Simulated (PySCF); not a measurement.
# C3H6OSi: the cost of one run

The runs use PySCF 2.14.0, with density-fitted response routines of our own; the level of theory stands in each step. All values are computed, except where a source is named. Atoms count from 0, in the outputs and in this text.

### Step 1. Starting geometry

11 atoms, charge 0, multiplicity 1; geometry from: GFN2-xTB. The atoms were then displaced at random by about 0.03 Å, so the start is not that level's minimum.

Bonds of the start (Å): C0–C1 1.25, C1–Si2 1.90, Si2–O3 1.53, O3–C4 1.38, C0–H5 1.03, Si2–H6 1.48, Si2–H7 1.42, C4–H8 1.17, C4–H9 1.11, C4–H10 1.09.

### Step 2. Relaxing the molecule at PBE0-D3(BJ)/def2-SVP

What the job is given:

```
{"job": {"xc": "PBE0", "basis": "def2-SVP", "d3": "d3bj", "grid": 1, "shake": 0.03, "kind": "geom"}, "charge": 0, "multiplicity": 1}
C      2.724490    -0.001540    -0.109410
C      1.580760    -0.488760    -0.216790
Si    -0.156150    -1.239750    -0.348640
O     -1.130210    -0.074010    -0.490610
C     -1.448980     1.037300     0.263140
H      3.593060     0.554480    -0.052030
H     -0.246400    -2.020360     0.909910
H     -0.260380    -1.938700    -1.582530
H     -1.742270     0.803530     1.369930
H     -0.539740     1.655770     0.377290
H     -2.265260     1.631880    -0.141290
```

Command:

```sh
> OMP_NUM_THREADS=1 python probes_run.py task.json out
```

The driver reads the jobs from task.json and runs them one after another.

Q: Estimate the wall time and peak memory of this first job on 1 thread of Arm Neoverse V2, shared host.

About 22 s, with a peak of 0.4 GiB.
